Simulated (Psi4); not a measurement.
**AlSbH3F (SMILES [F][AlH][SbH2]): M06-2X/def2-SVP (core potential)**

Aim: the vertical ionisation energy of AlSbH3F at M06-2X/def2-SVP (core potential), from 2 runs. 

Program for the calculation: Psi4 1.11.

## Step 1: Starting point

The species is AlSbH3F (6 atoms), meant as a singlet with charge 0. SMILES: `[F][AlH][SbH2]`. Geometry: relaxed at PBE0-D4/def2-TZVP. This is one conformer, not always the lowest.

Bond lengths: F1–Al2 1.653 Å, Al2–Sb3 2.636 Å, Al2–H4 1.582 Å, Sb3–H5 1.710 Å, Sb3–H6 1.709 Å. Angles: F1–Al2–Sb3 116.3°, F1–Al2–H4 116.4°, Sb3–Al2–H4 127.3°, Al2–Sb3–H5 88.3°, Al2–Sb3–H6 87.8°, H5–Sb3–H6 91.6°.

## Step 2: The energy at M06-2X/def2-SVP (core potential)

File run.py:

```python
import psi4

psi4.set_memory(1600000000)
psi4.set_num_threads(1)
psi4.set_output_file('run.log', False)

mol = psi4.geometry("""
F     -2.10628874    -3.08478893     2.38540129
Al    -0.63513695    -1.96399236    -0.13190288
Sb     2.41866047     1.89671811     0.63268031
H     -1.12400910    -3.40282983    -2.70552089
H      1.59133837     3.00844399    -2.28637964
H     -0.06500658     3.42588449     2.01841647
units au
symmetry c1
no_reorient
no_com
""")

options = {'basis': 'def2-SVP', 'puream': True, 'e_convergence': 1e-09, 'd_convergence': 1e-08, 'scf_type': 'pk', 'dft_radial_points': 99, 'dft_spherical_points': 590}
psi4.set_options(options)

E, wfn = psi4.energy("M06-2X", return_wfn=True)
psi4.oeprop(wfn, "QUADRUPOLE", "WIBERG_LOWDIN_INDICES", "DIPOLE")
print('E =', round(E, 9))
```

On the command line:

```bash
$ python run.py
```

run.log:

```text
[...]
    !!!  WARNING: ECP capability is in beta. Please check occupations closely.  !!!
[...]
  Running in c1 symmetry.
[...]
  Nuclear repulsion =  158.063166354978847
[...]
  Multiplicity = 1
[...]
  Nalpha       = 24
  Nbeta        = 24
[...]
    Number of basis functions: 73
[...]
   @RKS iter   1:  -583.97904685084268   -2.19109e+00   6.71019e-03 ADIIS/DIIS
[...]
   @RKS iter  11:  -584.08425102784497   -6.59384e-12   4.28852e-09 DIIS
[...]
    Orbital Energies [Eh]
    ---------------------
    Doubly Occupied:
       1A    -56.890491     2A    -25.209417     3A     -5.949217
       4A     -4.412283     5A     -4.150035     6A     -4.147539
       7A     -4.144403     8A     -2.918851     9A     -2.915441
      10A     -2.913328    11A     -1.433448    12A     -1.431896
      13A     -1.428931    14A     -1.427261    15A     -1.425458
      16A     -1.254614    17A     -0.645064    18A     -0.548362
      19A     -0.496636    20A     -0.494290    21A     -0.424703
      22A     -0.398885    23A     -0.349153    24A     -0.298608
[...]
  @RKS Final Energy:  -584.08425102784497
   => Energetics <=
    Nuclear Repulsion Energy =            158.0631663549788470
    One-Electron Energy =               -1213.4957323033731882
    Two-Electron Energy =                 495.1161062283238152
    DFT Exchange-Correlation Energy =     -23.7677913077744343
    Empirical Dispersion Energy =           0.0000000000000000
    VV10 Nonlocal Energy =                  0.0000000000000000
    Total Energy =                       -584.0842510278449708
[...]
 Multipole Moments:
 ------------------------------------------------------------------------------------
     Multipole            Electronic (a.u.)      Nuclear  (a.u.)        Total (a.u.)
 ------------------------------------------------------------------------------------
 L = 1.  Multiply by 2.5417464519 to convert [e a0] to [Debye]
 Dipole X            :        -28.5688534           28.8181345            0.2492811
 Dipole Y            :          6.7905170           -6.6389859            0.1515311
 Dipole Z            :        -31.7233753           31.3320372           -0.3913381
 Magnitude           :                                                    0.4881068
 L = 2.  Multiply by 1.3450342976 to convert [e a0^2] to [Debye ang]
 Quadrupole XX       :       -218.1698074          183.5203615          -34.6494458
 Quadrupole XY       :       -191.7594664          188.5958119           -3.1636545
[...]
```

Standard output:

```text
E = -584.084251028
```

It took 21 s on 1 thread of Intel Xeon Platinum 8488C (Sapphire Rapids), shared host; peak memory 0.93 GiB.

## Step 3: The doublet cation at the same level

File alfh3sb_ase.py:

```python
import numpy as np
from ase.calculators.psi4 import Psi4
from ase import Atoms

mol = Atoms(['F', 'Al', 'Sb', 'H', 'H', 'H'], positions=[
    [-1.114600, -1.632400, 1.262300],
    [-0.336100, -1.039300, -0.069800],
    [1.279900, 1.003700, 0.334800],
    [-0.594800, -1.800700, -1.431700],
    [0.842100, 1.592000, -1.209900],
    [-0.034400, 1.812900, 1.068100],
])
calc = Psi4(atoms=mol, method='m06-2x', basis='def2-SVP', memory='1600MB', num_threads=1, charge=1, multiplicity=2, label='psi4-calc', reference='uks')
calc.psi4.set_options({'puream': True, 'e_convergence': 1e-09, 'd_convergence': 1e-08, 'scf_type': 'pk', 'dft_radial_points': 99, 'dft_spherical_points': 590, 'maxiter': 200})
mol.calc = calc

print(f'energy: {mol.get_potential_energy():.6f} eV')
```

On the command line:

```bash
$ python alfh3sb_ase.py
```

psi4-calc.dat:

```text
[...]
    !!!  WARNING: ECP capability is in beta. Please check occupations closely.  !!!
[...]
  Running in c1 symmetry.
[...]
  Nuclear repulsion =  158.063166342933670
[...]
  Multiplicity = 2
[...]
  Nalpha       = 24
  Nbeta        = 23
[...]
    Number of basis functions: 73
[...]
   @UKS iter   1:  -583.66613991525753   -1.90540e+00   6.10255e-03 ADIIS/DIIS
[...]
   @UKS iter  15:  -583.75123597581580   -8.07177e-12   6.67248e-09 DIIS
[...]
   @S^2 Observed:                7.622751591E-01
[...]
    Orbital Energies [Eh]
    ---------------------
    Alpha Occupied:
       1A    -57.114761     2A    -25.393034     3A     -6.209827
       4A     -4.634836     5A     -4.413674     6A     -4.406712
       7A     -4.403667     8A     -3.140845     9A     -3.138938
      10A     -3.135714    11A     -1.697609    12A     -1.694748
      13A     -1.691943    14A     -1.687723    15A     -1.684569
      16A     -1.434601    17A     -0.901008    18A     -0.731229
      19A     -0.677221    20A     -0.670951    21A     -0.635836
      22A     -0.621140    23A     -0.585103    24A     -0.553580
    Alpha Virtual:
      25A     -0.228449    26A     -0.197961    27A     -0.189400
[...]
  @UKS Final Energy:  -583.75123597581580
   => Energetics <=
    Nuclear Repulsion Energy =            158.0631663429336697
    One-Electron Energy =               -1202.5250090286151590
    Two-Electron Energy =                 484.3435064564940262
    DFT Exchange-Correlation Energy =     -23.6328997466284747
    Empirical Dispersion Energy =           0.0000000000000000
    VV10 Nonlocal Energy =                  0.0000000000000000
    Total Energy =                       -583.7512359758159164
[...]
 Multipole Moments:
 ------------------------------------------------------------------------------------
     Multipole            Electronic (a.u.)      Nuclear  (a.u.)        Total (a.u.)
 ------------------------------------------------------------------------------------
 L = 1.  Multiply by 2.5417464519 to convert [e a0] to [Debye]
 Dipole X            :         38.1001909          -37.7624762            0.3377147
 Dipole Y            :         41.0341554          -40.7596495            0.2745059
 Dipole Z            :          0.3526490           -1.2287666           -0.8761176
 Magnitude           :                                                    0.9782570
[...]
```

Standard output:

```text
energy: -15884.680224 eV
```

Wall time 34 s (1 thread of Intel Xeon Platinum 8488C (Sapphire Rapids), shared host); peak memory 0.95 GiB.

## Step 4: Summary of results

Level: M06-2X/def2-SVP (core potential).

| quantity | value |
| --- | --- |
| singlet AlSbH3F: total energy | -584.08425 Eh |
| singlet AlSbH3F: dipole moment | 1.24 D |
| singlet AlSbH3F: HOMO energy | -8.13 eV |
| singlet AlSbH3F: LUMO energy | -0.80 eV |
| singlet AlSbH3F: HOMO–LUMO gap | 7.33 eV |
| doublet cation: total energy | -583.75124 Eh |
| doublet cation: HOMO energy (highest over α and β) | -15.06 eV |
| doublet cation: LUMO energy (lowest over α and β) | -10.29 eV |
| doublet cation: ⟨S²⟩ | 0.762 |
| vertical ionisation energy (to the doublet cation) | 9.062 eV |

What this shows: Removing an electron at fixed nuclei costs 9.06 eV (874 kJ/mol). The negative HOMO energy of the first species, 8.13 eV, lies 0.94 eV below that difference.
